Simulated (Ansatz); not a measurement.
What does this script print? It uses the Python package of Ansatz (0.2.0).

Contents of `alb2h5o.xyz`:
```text
9

B    -0.62890    0.79180   -1.92550
Al    0.57140    0.31350   -0.38210
B    -0.15590   -0.89530    1.12310
O     0.83350   -1.26210    2.23380
H    -0.27980    1.52360   -2.82490
H    -1.78960    0.45550   -1.95760
H     2.10620    0.85310   -0.34630
H    -1.19680   -1.27680    1.10170
H     0.62830   -0.54970    2.96080
```

`spin_alb2h5o.py`
```python
"""Gap between spin states of AlB2H5O at one geometry."""

import ansatz as az

BASIS_SET = "6-31G*"
LEVEL = "mp2"


def main() -> None:
    alb2h5o = az.Crystal.molecule_from_extxyz("alb2h5o.xyz")

    setup = (
        alb2h5o.calculation()
        .basis(gaussian=BASIS_SET)
        .correlation(LEVEL)
    )
    found = {}
    for unpaired in [0, 2]:
        r = setup.spin("collinear", total=unpaired).run(threads=1, pin="off").report
        s = unpaired / 2
        found[unpaired] = r["free_energy_ev"]
        print(f"2S+1 = {unpaired + 1}: E = {found[unpaired]:.5f} eV, <S^2> = {abs(r['mean_field']['state']['spin_squared']):.3f} (pure state {s * (s + 1):.2f})")
    lowest = min(found, key=found.get)
    for unpaired, e in found.items():
        print(f"multiplicity {unpaired + 1}: {(e - found[lowest]):.3f} eV above the lowest")


if __name__ == "__main__":
    main()
```

```console
$ python spin_alb2h5o.py
2S+1 = 1: E = -10049.57964 eV, <S^2> = 0.000 (pure state 0.00)
2S+1 = 3: E = -10048.13553 eV, <S^2> = 2.007 (pure state 2.00)
multiplicity 1: 0.000 eV above the lowest
multiplicity 3: 1.444 eV above the lowest
```

In order: multiplicity 1 (+0.00 eV) and multiplicity 3 (+1.44 eV), all at the one geometry.

Total energies depend on the basis set; only differences at equal settings carry meaning. The geometry is a force-field or estimated start, not a minimum of this method, and the basis set is short of its limit. All parts are taken at fixed geometry, without zero-point energy. S² is that of the Hartree-Fock reference. Finished in 4 s on 1 thread of Arm Neoverse V1, with other jobs on the host, peak memory 0.2 GiB.
